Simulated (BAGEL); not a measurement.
# CH3F2Ga (SMILES F[CH](F)[GaH2]) at PBE0/cc-pVDZ (density fitting with qzvpp-jkfit)

Aim: the energy change on altering one bond length of CH3F2Ga at PBE0/cc-pVDZ (density fitting with qzvpp-jkfit), from 2 runs. 

Program for the calculation: BAGEL 1.2.2.

5 further runs of the same task are left out: 3 that didn't finish, 2 set aside as unsound or not needed.

**1. The structure to begin with**

CH3F2Ga has 7 atoms, charge 0, and is taken as a singlet. As SMILES, `F[CH](F)[GaH2]`. The shape comes from GFN2-xTB, which is rough for such elements, and wasn't checked as a minimum.

Bond lengths: F1–C2 1.420 Å, C2–F3 1.398 Å, C2–Ga4 2.032 Å, C2–H5 1.094 Å, Ga4–H6 1.560 Å, Ga4–H7 1.558 Å. Angles: F1–C2–F3 102.4°, F1–C2–Ga4 85.2°, F3–C2–Ga4 90.6°, F1–C2–H5 106.2°, F3–C2–H5 107.1°, Ga4–C2–H5 155.9°, C2–Ga4–H6 117.4°, C2–Ga4–H7 114.7°, H6–Ga4–H7 126.6°.

**2. A single-point energy at PBE0/cc-pVDZ (density fitting with qzvpp-jkfit)**

The input, job.json:

```json
{ "bagel" : [

{
  "title" : "molecule",
  "basis" : "cc-pvdz.json",
  "df_basis" : "qzvpp-jkfit",
  "angstrom" : true,
  "geometry" : [
    { "atom" : "F", "xyz" : [   -0.399310,   -0.881760,    1.161170 ] },
    { "atom" : "C", "xyz" : [    0.723530,   -0.215170,    0.604170 ] },
    { "atom" : "F", "xyz" : [    1.097520,   -1.072220,   -0.435170 ] },
    { "atom" : "Ga", "xyz" : [   -0.632520,    0.692860,   -0.606210 ] },
    { "atom" : "H", "xyz" : [    1.513520,   -0.262370,    1.360120 ] },
    { "atom" : "H", "xyz" : [   -1.963620,    1.179770,    0.046070 ] },
    { "atom" : "H", "xyz" : [   -0.339130,    0.558900,   -2.130150 ] }
  ]
},
{ "title" : "ks", "xc_func" : "pbe0" },
{ "title" : "print", "file" : "orbitals.molden", "orbitals" : true }

]}
```

The basis set cc-pVDZ is read from a file made from the Basis Set Exchange's data (not shown).

Run with:

```bash
$ BAGEL_NUM_THREADS=1 BAGEL job.json > job.out
```

Output:

```text
* using 1 threads per process

  ===============================================================
  ===============================================================

  *** Geometry ***

  { "atom" : "F", "xyz" : [     -0.754587,     -1.666285,      2.194293 ] },
  { "atom" : "C", "xyz" : [      1.367274,     -0.406612,      1.141716 ] },
  { "atom" : "F", "xyz" : [      2.074012,     -2.026202,     -0.822352 ] },
  { "atom" : "Ga", "xyz" : [     -1.195290,      1.309316,     -1.145571 ] },
  { "atom" : "H", "xyz" : [      2.860138,     -0.495807,      2.570254 ] },
  { "atom" : "H", "xyz" : [     -3.710704,      2.229442,      0.087060 ] },
  { "atom" : "H", "xyz" : [     -0.640863,      1.056168,     -4.025400 ] },

  Number of auxiliary basis functions:      549

  Since a DF basis is specified, we compute 2- and 3-index integrals:
    o Being stored without compression. Storage requirement is 0.031 GB

  Number of basis functions:       84
  Number of electrons      :       58

    * METHOD: MOLECULE                             0.24

  *** Kohn-Sham DFT ***

    * Removing 11955 points whose weight is below 1.00e-10
    * Grid points: 92387

  === Nuclear Repulsion ===
   272.7317999723

       - DIIS with orbital gradients will be used.

  === KS iteration (pbe0 / cc-pvdz.json) ===
      0      -2142.29666848          0.10585584           0.35
      1      -2073.47165844          0.20763780           0.40
      2      -2115.78465425          0.11691773           0.34
      3      -2129.04621479          0.14394198           0.33
      4      -2154.81900122          0.07272047           0.34
      5      -2153.65492717          0.11206276           0.40
      6      -2163.69877832          0.01634677           0.34
      7      -2163.59413386          0.02193562           0.32
      8      -2163.86498005          0.00286693           0.39
      9      -2163.87027480          0.00126937           0.39
     10      -2163.87136999          0.00038499           0.34
     11      -2163.87148902          0.00006344           0.33
     12      -2163.87149215          0.00001001           0.35
     13      -2163.87149222          0.00000315           0.35
     14      -2163.87149223          0.00000200           0.33
     15      -2163.87149223          0.00000047           0.33
     16      -2163.87149223          0.00000023           0.37
     17      -2163.87149223          0.00000007           0.34
     18      -2163.87149223          0.00000002           0.38
     19      -2163.87149223          0.00000001           0.35
    * SCF iteration converged.

    * Permanent dipole moment:
           (   -0.241156,    -0.533863,    -0.134167) a.u.

    * METHOD: KS                                   7.53

    * METHOD: PRINT                                0.01

  ===============================================================
```

It took 8.1 s on 1 thread of Intel Xeon 6975P-C (Granite Rapids), shared host; peak memory 0.42 GiB.

**3. The distorted shape at the same level**

The input, calc.json:

```json
{ "bagel": [

{
  "title": "molecule",
  "basis": "cc-pvdz.json",
  "df_basis": "qzvpp-jkfit",
  "angstrom": true,
  "geometry": [
    { "atom": "F", "xyz": [      -0.960769,      -1.215078,       1.439689 ] },
    { "atom": "C", "xyz": [       0.723530,      -0.215170,       0.604170 ] },
    { "atom": "F", "xyz": [       1.097520,      -1.072220,      -0.435170 ] },
    { "atom": "Ga", "xyz": [      -0.632520,       0.692860,      -0.606210 ] },
    { "atom": "H", "xyz": [       1.513520,      -0.262370,       1.360120 ] },
    { "atom": "H", "xyz": [      -1.963620,       1.179770,       0.046070 ] },
    { "atom": "H", "xyz": [      -0.339130,       0.558900,      -2.130150 ] }
  ]
},

{
  "title": "ks",
  "xc_func": "pbe0"
},

{
  "title": "print",
  "file": "orbitals.molden",
  "orbitals": true
}

]}
```

The basis set cc-pVDZ is read from a file made from the Basis Set Exchange's data (not shown).

Run with:

```bash
$ BAGEL_NUM_THREADS=1 BAGEL calc.json > calc.out
```

Output:

```text
* using 1 threads per process

  ===============================================================
  ===============================================================

  *** Geometry ***

  { "atom" : "F", "xyz" : [     -1.815590,     -2.296165,      2.720618 ] },
  { "atom" : "C", "xyz" : [      1.367274,     -0.406612,      1.141716 ] },
  { "atom" : "F", "xyz" : [      2.074012,     -2.026202,     -0.822352 ] },
  { "atom" : "Ga", "xyz" : [     -1.195290,      1.309316,     -1.145571 ] },
  { "atom" : "H", "xyz" : [      2.860138,     -0.495807,      2.570254 ] },
  { "atom" : "H", "xyz" : [     -3.710704,      2.229442,      0.087060 ] },
  { "atom" : "H", "xyz" : [     -0.640863,      1.056168,     -4.025400 ] },

  Number of auxiliary basis functions:      549

  Since a DF basis is specified, we compute 2- and 3-index integrals:
    o Being stored without compression. Storage requirement is 0.031 GB

  Number of basis functions:       84
  Number of electrons      :       58

    * METHOD: MOLECULE                             0.23

  *** Kohn-Sham DFT ***

    * Removing 11131 points whose weight is below 1.00e-10
    * Grid points: 93211

  === Nuclear Repulsion ===
   251.4475495284

       - DIIS with orbital gradients will be used.

  === KS iteration (pbe0 / cc-pvdz.json) ===
      0      -2139.71475029          0.09515295           0.45
      1      -2055.67993216          0.22254333           0.34
      2      -2118.67589391          0.10466979           0.34
      3      -2121.05226019          0.15812674           0.41
      4      -2157.24631513          0.07722485           0.36
      5      -2157.46698391          0.10264067           0.37
      6      -2160.94692444          0.04705153           0.38
      7      -2163.11923059          0.02726784           0.41
      8      -2152.31349732          0.07412461           0.35
      9      -2163.56775909          0.01462942           0.34
     10      -2163.75393561          0.00589304           0.39
     11      -2163.76918915          0.00491894           0.35
     12      -2163.77459627          0.00389111           0.33
     13      -2163.78106028          0.00289933           0.34
     14      -2163.78653963          0.00089031           0.37
     15      -2163.78718080          0.00018310           0.36
     16      -2163.78720380          0.00007374           0.33
     17      -2163.78720785          0.00003418           0.39
     18      -2163.78720863          0.00001263           0.33
     19      -2163.78720875          0.00000318           0.34
     20      -2163.78720875          0.00000074           0.39
     21      -2163.78720875          0.00000039           0.33
     22      -2163.78720875          0.00000009           0.33
     23      -2163.78720875          0.00000003           0.40
     24      -2163.78720875          0.00000003           0.35
     25      -2163.78720875          0.00000002           0.34
     26      -2163.78720875          0.00000000           0.40
    * SCF iteration converged.

    * Permanent dipole moment:
           (   -1.063443,    -1.107715,     0.525662) a.u.

    * METHOD: KS                                  10.28

    * METHOD: PRINT                                0.01

  ===============================================================
```

Wall time 11 s (1 thread of Intel Xeon 6975P-C (Granite Rapids), shared host); peak memory 0.42 GiB.

**4. Results**

At PBE0/cc-pVDZ (density fitting with qzvpp-jkfit):

| quantity | value |
| --- | --- |
| first shape: total energy | -2163.87149 Eh |
| first shape: dipole moment | 1.53 D |
| first shape: HOMO energy | -7.68 eV |
| first shape: LUMO energy | -1.41 eV |
| first shape: HOMO–LUMO gap | 6.27 eV |
| distorted shape: total energy | -2163.78721 Eh |
| distorted shape: dipole moment | 4.13 D |
| distorted shape: HOMO energy | -8.34 eV |
| distorted shape: LUMO energy | -3.04 eV |
| distorted shape: HOMO–LUMO gap | 5.30 eV |
| energy change with the F1–C2 bond stretched from 1.420 to 2.130 Å | 2.293 eV |

With the F1–C2 bond stretched from 1.420 to 2.130 Å the energy rises by 2.29 eV (53 kcal/mol). The first shape isn't relaxed at this level, so the change isn't measured from a minimum.
